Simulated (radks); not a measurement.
**Ir⁺ in [Xe] 4f14 5d7 6s1: an all-electron calculation**

What are the levels of the iridium ion Ir+, how large are its shells, and how does its energy divide?

The numbers are computed with radks (a radial shooting solver on a logarithmic mesh, Libxc functionals) version 1 (Dirac Kohn-Sham, PBE, spin-unpolarised, spherical densities, point nucleus; open shells fill j = l - 1/2 first), except any that are marked as measured or tabulated.

## Step 1: Starting point

| Quantity | Value |
| --- | --- |
| element | iridium (Z = 77) |
| charge | +1 |
| electrons | 76 |
| configuration | [Xe] 4f14 5d7 6s1 |

## Step 2: The calculation

Input:

```text
Z 77
configuration [Xe] 4f14 5d7 6s1 6p0 7s0
relativity Dirac
functional pbe,pbe
spin unpolarised
j_filling energy
nucleus point
c 137.035999084
```

Started as:

```console
python run_ks.py task.json out
```

The same process makes all the runs of this session.

**Question.** What will this run give?

**Answer**, as computed:

| quantity | value |
| --- | --- |
| total energy | -17857.7201 hartree |
| exchange-correlation share of it | 1.95 % |
| −T/E | 1.1400 |
| highest occupied level | 6s1/2, -13.512 eV |
| most extended occupied level | 6s1/2, <r> = 2.71 bohr |
| radius at density 0.001 e/bohr³ | 4.09 bohr |
| maxima of the radial density | 4 |
| ionisation energy, NIST | 17.0 (semi-emp.) eV |

What this shows: 6 principal shells are occupied and 4 maxima appear in the radial density; where shells overlap, one shows as a shoulder or not at all. Relativity lifts −T/E to 1.140. Minus the highest eigenvalue, 13.512 eV, is 79 % of the tabulated ionisation energy (17.0 eV); the potential of a semilocal functional falls off too fast, so its top eigenvalue is too shallow. Spin polarisation and multiplet splitting are left out.
